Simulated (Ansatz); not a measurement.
**AlGeH₇Si: small, medium and large basis sets**

One table from this session's results is given with a row withheld; the runs are named, their logs left out.

Computed with Ansatz 0.2.0, Gaussian basis. Level: one geometry, several basis sets.

The runs, in order: PBE0-D4/def2-SVP; ωB97M-V/def2-SVP; PBE0-D4/def2-QZVPP; ωB97M-V/def2-QZVPP; the functionals' def2-TZVPP values are taken from earlier runs.

## The relaxed structure

The geometry comes from an earlier relaxation with PBE0-D4 in a triple-zeta def2 set; it is a stationary point, not always the lowest conformer.

10 atoms, charge 0, spin multiplicity 1.

Atoms are counted from 1 here; the program's logs count them from 0.

Bond lengths: Al1–Si2 2.445 Å, Al1–H4 1.588 Å, Al1–H5 1.588 Å, Si2–Ge3 2.388 Å, Si2–H6 1.492 Å, Si2–H7 1.492 Å, Ge3–H8 1.538 Å, Ge3–H9 1.540 Å, Ge3–H10 1.540 Å. Angles: Si2–Al1–H4 120.2°, Si2–Al1–H5 120.3°, H4–Al1–H5 119.5°, Al1–Si2–Ge3 109.6°, Al1–Si2–H6 112.7°, Al1–Si2–H7 112.7°, Ge3–Si2–H6 107.0°, Ge3–Si2–H7 107.0°, H6–Si2–H7 107.7°, Si2–Ge3–H8 111.7°, Si2–Ge3–H9 110.4°, Si2–Ge3–H10 110.4°, H8–Ge3–H9 108.3°, H8–Ge3–H10 108.3°, H9–Ge3–H10 107.7°.

As a file:

```
Al   -1.9017    0.5833   -1.0109
Si    0.4706    0.7775   -0.4514
Ge    1.0836   -0.9750    1.0506
H    -2.3624   -0.3130   -2.2381
H    -2.9972    1.2969   -0.1097
H     0.7984    2.0659    0.2255
H     1.3550    0.6560   -1.6466
H     2.5694   -0.8963    1.4412
H     0.2414   -0.8976    2.3373
H     0.8260   -2.3490    0.4051
```

The first run:

The input, in.yaml:

```yaml
crystal:
  periodic: [false, false, false]
  atoms:
    - {symbol: Al, position_ang: [-1.901718, 0.583324, -1.010891]}
    - {symbol: Si, position_ang: [0.470601, 0.777490, -0.451387]}
    - {symbol: Ge, position_ang: [1.083625, -0.974993, 1.050595]}
    - {symbol: H, position_ang: [-2.362442, -0.312974, -2.238127]}
    - {symbol: H, position_ang: [-2.997199, 1.296853, -0.109702]}
    - {symbol: H, position_ang: [0.798366, 2.065865, 0.225480]}
    - {symbol: H, position_ang: [1.355003, 0.656003, -1.646583]}
    - {symbol: H, position_ang: [2.569371, -0.896347, 1.441221]}
    - {symbol: H, position_ang: [0.241424, -0.897562, 2.337256]}
    - {symbol: H, position_ang: [0.825969, -2.348957, 0.405137]}
basis:
  gaussian: {orbitals: def2-SVP}
hamiltonian: {xc: pbe0, dispersion: d4}
output: {orbitals: {seedname: orbitals}}
```

Run with:

```
$ ansatz run in.yaml --threads 2 --pin off --events-out ev --progress --plain --max-ram 4352MiB
```

Among the steps run: PBE0-D4 in def2-SVP; ωB97M-V in def2-SVP; PBE0-D4 in def2-QZVPP; ωB97M-V in def2-QZVPP.

One of the session's tables, all rows but one given; the rest of the session is left out.

It belongs to the step «Density functionals: the series». 

```
functional       basis  HOMO (eV)  LUMO (eV)
   PBE0-D4    def2-SVP      -7.48      -2.19
   PBE0-D4  def2-TZVPP      -7.45      -2.20
   PBE0-D4  def2-QZVPP      -7.44      -2.21
   ωB97M-V    def2-SVP          ?          ?
   ωB97M-V  def2-TZVPP      -9.38      -0.59
   ωB97M-V  def2-QZVPP      -9.38      -0.67
```

Q: Estimate the row for ωB97M-V, def2-SVP from the others.

**Answer.** HOMO (eV): -9.37; LUMO (eV): -0.52. In the column «HOMO (eV)» it lies between ωB97M-V, def2-QZVPP (-9.38) and PBE0-D4, def2-SVP (-7.48).
